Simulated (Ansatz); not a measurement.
# AlBrClH3 (built from SMILES Br.[AlH2][Cl]): a barrier at many levels of theory

How high is the barrier of this step (Al1–Br6 tightened, Cl2–H5 formed, Al1–Cl2 loosened, H5–Br6 broken), and how far do cheaper methods land from CCSD(T)?

Computed with Ansatz 0.2.0, Gaussian basis. Level: single points in def2-TZVPP on PBE0-D4/def2-TZVP structures.

Levels: SPW92, PBE-D4, BLYP-D4, r2SCAN-D4, B97M-V, PBE0-D4, B3LYP-D4, r2SCAN0-D4, BHLYP-D4, CAM-B3LYP-D4, wB97X-V, wB97M-V, B2PLYP, PBE-QIDH, RPA on PBE, Hartree-Fock, MP2, CCSD, CCSD(T). The reference is CCSD(T) at the basis limit, from triple and quadruple zeta. Zero-point energies come from PBE0-D4 vibrations.

Correlated methods freeze the cores. Filled d shells of the heavier atoms are correlated. B3LYP uses VWN-RPA correlation. B2PLYP carries no dispersion term here.

23 further runs of the same task are left out: 23 set aside as unsound or not needed.

## (1) The three structures

Charge 0, multiplicity 1. The folders r, ts and p hold the start, the saddle and the end; their coordinates stand in the first inputs.

| pair | r (Å) | ts (Å) | p (Å) |
| --- | --- | --- | --- |
| Al1–Br6 | 2.785 | 2.515 | 2.311 |
| Cl2–H5 | 2.859 | 1.637 | 1.296 |
| Al1–Cl2 | 2.132 | 2.281 | 2.593 |
| H5–Br6 | 1.428 | 1.651 | 2.637 |

## (2) wB97M-V/def2-TZVPP

The input, r/in.yaml:

```yaml
crystal:
  periodic: [false, false, false]
  atoms:
    - {symbol: Al, position_ang: [-0.593028, -0.238372, -0.637499]}
    - {symbol: Cl, position_ang: [1.076756, 0.768637, -1.499900]}
    - {symbol: H, position_ang: [-0.576900, -1.814217, -0.713555]}
    - {symbol: H, position_ang: [-1.890672, 0.628440, -0.404945]}
    - {symbol: H, position_ang: [1.541561, 0.662385, 1.318789]}
    - {symbol: Br, position_ang: [0.442280, -0.006874, 1.937012]}
basis:
  gaussian: {orbitals: def2-TZVPP}
hamiltonian: {xc: {name: wB97M-V}}
```

The input, ts/in.yaml:

```yaml
crystal:
  periodic: [false, false, false]
  atoms:
    - {symbol: Al, position_ang: [-0.601505, -0.280633, -0.339312]}
    - {symbol: Cl, position_ang: [1.274101, 0.815880, -1.033975]}
    - {symbol: H, position_ang: [-0.522965, -1.804006, -0.723742]}
    - {symbol: H, position_ang: [-1.853231, 0.669447, -0.411213]}
    - {symbol: H, position_ang: [1.239851, 0.592651, 0.586955]}
    - {symbol: Br, position_ang: [0.463747, 0.006661, 1.921186]}
basis:
  gaussian: {orbitals: def2-TZVPP}
hamiltonian: {xc: {name: wB97M-V}}
```

The input, p/in.yaml:

```yaml
crystal:
  periodic: [false, false, false]
  atoms:
    - {symbol: Al, position_ang: [-0.739078, -0.390132, -0.058271]}
    - {symbol: Cl, position_ang: [1.322725, 0.842124, -1.034581]}
    - {symbol: H, position_ang: [-0.532194, -1.790100, -0.752454]}
    - {symbol: H, position_ang: [-1.849908, 0.659986, -0.442866]}
    - {symbol: H, position_ang: [1.668120, 0.870096, 0.214073]}
    - {symbol: Br, position_ang: [0.130332, -0.191975, 2.073999]}
basis:
  gaussian: {orbitals: def2-TZVPP}
hamiltonian: {xc: {name: wB97M-V}}
```

No record of the launch command was kept for these runs.

After this run come: CCSD(T)/def2-TZVPP; MP2/def2-QZVPP; Vibrations of the start structure; Vibrations of the end structure.

What does the calculation give? Wanted: barrier, CCSD(T)/CBS; reverse barrier, CCSD(T)/CBS; step energy, CCSD(T)/CBS; barrier with zero-point energy; step energy with zero-point energy; imaginary mode at the saddle; largest T1 diagnostic.

The runs gave:

```
                          quantity        value
              barrier, CCSD(T)/CBS  26.9 kJ/mol
      reverse barrier, CCSD(T)/CBS  27.6 kJ/mol
          step energy, CCSD(T)/CBS  -0.8 kJ/mol
    barrier with zero-point energy  22.1 kJ/mol
step energy with zero-point energy  +0.9 kJ/mol
      imaginary mode at the saddle    343i cm⁻¹
             largest T1 diagnostic        0.007
```

In words: Among the functionals wB97M-V lands nearest to CCSD(T)/CBS (-0.6 kJ/mol) and SPW92 farthest (-43.7 kJ/mol). Mean unsigned error by rung: LDA 43.7, GGA 20.9, meta-GGA 10.9, hybrid 10.6, range-separated hybrid 0.9, double hybrid 5.7 kJ/mol. PBE-D4 gives a barrier 27.0 kJ/mol too low, outside chemical accuracy (1 kcal/mol, 4.2 kJ/mol). The barrier rises with the share of exact exchange, from BLYP-D4 through B3LYP-D4 to BHLYP-D4 (-14.9, -7.3, +6.1 kJ/mol). Hartree-Fock, with no correlation, is off by +38.6 kJ/mol. Zero-point motion lowers the barrier by 4.8 kJ/mol.
